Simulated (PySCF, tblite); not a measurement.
**C₃H₉NP₂Si: geometry, infrared bands and NMR shifts**

Aim: predict the infrared bands and NMR shifts of C₃H₉NP₂Si (`N#CCP([SiH3])CP`).

Computed with tblite 0.8.0 and PySCF 2.14.0, with density-fitted response routines of our own, on a single molecule in the gas phase. Atoms are numbered from 0 throughout.

## (1) Starting geometry

16 atoms, charge 0, multiplicity 1; geometry from: force field or distance geometry start.

Bonds of the start (Å): N0–C1 1.14, C1–C2 1.48, C2–P3 1.83, P3–Si4 2.20, P3–C5 1.85, C5–P6 1.82, C2–H7 1.11, C2–H8 1.11, Si4–H9 1.49, Si4–H10 1.47, Si4–H11 1.49, C5–H12 1.09, C5–H13 1.12, P6–H14 1.43, P6–H15 1.41.

## (2) Geometry optimisation with GFN2-xTB

What the job is given:

```
{"job": {"kind": "relax", "xc": "GFN2-xTB", "basis": "xTB"}, "charge": 0, "multiplicity": 1}
N     -0.347900     2.581500    -2.027500
C     -0.330700     2.228600    -0.947800
C     -0.281700     1.764300     0.459800
P     -0.342900    -0.064400     0.588300
Si    -2.212900    -0.971300    -0.124100
C      1.080600    -0.854000    -0.298200
P      2.537400    -0.806900     0.787200
H     -1.060800     2.278900     1.067400
H      0.720800     2.056000     0.836700
H     -2.543700    -2.131100     0.749400
H     -3.355100    -0.051200    -0.084700
H     -2.075200    -1.558400    -1.483000
H      1.280600    -0.243400    -1.176800
H      0.763100    -1.860800    -0.658200
H      2.361700    -1.315100     2.106900
H      3.798900    -1.043800     0.193400
```

Launch:

```console
> OMP_NUM_THREADS=1 python probes_run.py task.json out
```

The driver reads the jobs from task.json and runs them one after another.

**Question.** This job is followed by: GFN2-xTB harmonic vibrations, gas phase; GIAO PBE0/pcSseg-1 NMR shielding, non-relativistic, gas phase. Predict these results of the whole session: strongest single infrared mode (GFN2-xTB); zero-point energy (GFN2-xTB); ¹³C shifts against TMS (PBE0/pcSseg-1); ¹H shifts against TMS (PBE0/pcSseg-1, means over atoms taken as alike); ¹⁵N shifts against NH3 (PBE0/pcSseg-1); ³¹P shifts against H3PO4 (PBE0/pcSseg-1); ²⁹Si shifts against TMS (PBE0/pcSseg-1); surface potential, 1st and 99th percentile.

**Answer**, as computed:

```
                                                              quantity                       value
                             strongest single infrared mode (GFN2-xTB)        748 cm⁻¹, 363 km/mol
                                          zero-point energy (GFN2-xTB)               65.7 kcal/mol
                                ¹³C shifts against TMS (PBE0/pcSseg-1)         120.4, 9.6, 9.6 ppm
¹H shifts against TMS (PBE0/pcSseg-1, means over atoms taken as alike)  4.03, 3.05, 2.71, 2.06 ppm
                                ¹⁵N shifts against NH3 (PBE0/pcSseg-1)                   301.0 ppm
                              ³¹P shifts against H3PO4 (PBE0/pcSseg-1)          -113.8, -186.4 ppm
                               ²⁹Si shifts against TMS (PBE0/pcSseg-1)                   -73.3 ppm
                                 surface potential, 1st and 99th percentile          -1.69 V and 1.33 V
```

**Reading.** Over 111 steps the energy fell by 2.017 eV; of the close pairs, C1–C2 changed most, 1.483 to 1.428 Å. No mode is imaginary among the 42: a minimum at this level. The strongest single mode, at 748 cm⁻¹, is carried by H10, H11, H9. GFN2-xTB is a fitted tight-binding method: band positions and strengths are rough. Its intensities can rank the bands wrongly. The most deshielded carbon is C1 (nitrile carbon), at 120.4 ppm: this is the usual window of a C≡N carbon, which has no attached hydrogen. At PBE0/pcSseg-1: The largest span, 493 ppm, is at N0, where the paramagnetic term is -373 ppm. At PBE0/pcSseg-1, counted by nearest atom on the grid, the HOMO lies on P3 61 %; Si4 9 %, the LUMO on P3 21 %; P6 10 %.
